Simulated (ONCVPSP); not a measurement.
# Cu: generating and testing an ONCV potential

Do these settings give a usable potential? It is generated, then checked for transferability, scattering, ghosts and hardness.

Program: ONCVPSP 4.0.1.1 (patched build). Reference atom: PBE, scalar-relativistic, spherical and spin-unpolarised. All values are calculated.

### 1 Settings

The settings as typed:

```json
{"element": "copper (Cu, Z = 29)", "type": "optimised norm-conserving Vanderbilt (ONCV)", "frozen core": "[Ne] 3s2", "valence charge": "17", "reference configuration": "3p6 3d10 4s1", "partial waves": "4s: rc 2.35 bohr, ncon 4, nbas 8, qcut 3.1 1/bohr, 2 projectors, debl 1.8 Ha; 3p: rc 0.80 bohr, ncon 4, nbas 7, qcut 8.6 1/bohr, 2 projectors, debl 1.6 Ha; 3d: rc 1.40 bohr, ncon 5, nbas 10, qcut 10.4 1/bohr, 1 projector", "local potential": "polynomial inside 0.55 bohr (lpopt 5, dvloc0 4 Ha)", "core correction": "not asked for"}
```

### 2 Generation

File Cu.dat:

```
# ATOM AND REFERENCE CONFIGURATION
# atsym  z   nc   nv     iexc    psfile
  Cu 29.00    4    3        4      upf
#
#   n    l    f
    1    0    2.00
    2    0    2.00
    2    1    6.00
    3    0    2.00
    3    1    6.00
    3    2   10.00
    4    0    1.00
#
# PSEUDOPOTENTIAL AND OPTIMIZATION
# lmax
    2
#
#   l,   rc,      ep,       ncon, nbas, qcut
    0    2.35    0.00    4    8    3.10
    1    0.80    0.00    4    7    8.60
    2    1.40    0.00    5   10   10.40
#
# LOCAL POTENTIAL
# lloc, lpopt,  rc(5),   dvloc0
    4    5    0.55    4.00
#
# VANDERBILT-KLEINMAN-BYLANDER PROJECTORs
# l, nproj, debl
    0    2    1.80
    1    2    1.60
    2    1    3.00
#
# MODEL CORE CHARGE
# icmod, fcfact, rcfact
    0    0.00    0.00
#
# LOG DERIVATIVE ANALYSIS
# epsh1, epsh2, depsh
   -4.00    5.00    0.02
#
# OUTPUT GRID
# rlmax, drl
    6.00    0.01
#
# TEST CONFIGURATIONS
# ncnf
    4
# nvcnf
#   n    l    f
    3
    3    1    6.00
    3    2   10.00
    4    0    0.00
#
    3
    3    1    6.00
    3    2    9.00
    4    0    0.00
#
    3
    3    1    6.00
    3    2    8.00
    4    0    0.00
#
    3
    3    1    6.00
    3    2    7.00
    4    0    0.00
#
```

Command:

```
$ oncvpsp.x < Cu.dat > Cu.out
```

**Question.** What will these runs give? Wanted: cutoffs for 1 and 0.1 mHa per electron, occupied waves; bound ghosts; GHOST(+) flags; largest test error; largest phase difference near zero energy, channels read; projector energies reset by the program.

**Answer**, as computed:

| quantity | value |
| --- | --- |
| cutoffs for 1 and 0.1 mHa per electron, occupied waves | 52 Ha and 134 Ha |
| bound ghosts | s at -351.61 eV |
| GHOST(+) flags | none at low energy |
| largest test error (AE − PS) | -13 meV, for 3p6 3d9 4s0 (2 tests unsolved) |
| largest phase difference near zero energy, channels read | 0.006 rad |
| projector energies reset by the program | p: -2.651, 0.250 Ha |

In words: It has a bound ghost (s), a state that the atom doesn't have, and that rules the file out. The worst unpolarised test, 3p6 3d9 4s0, is off by 13 meV on 29.5 eV; by total energies transferability rates as good where solved. Atomic tests can pass in spite of a ghost, since they solve only for the levels asked. Of the tests 2 gave no usable energy difference, which is a warning in itself. The potential is hard: the looser tolerance needs 52 Ha. The tighter tolerance needs 134 Ha, and converged work needs a cutoff nearer that. Near zero energy the phases of the channels with partial waves agree within 0.006 rad. All of this concerns the isolated atom, not yet a solid.
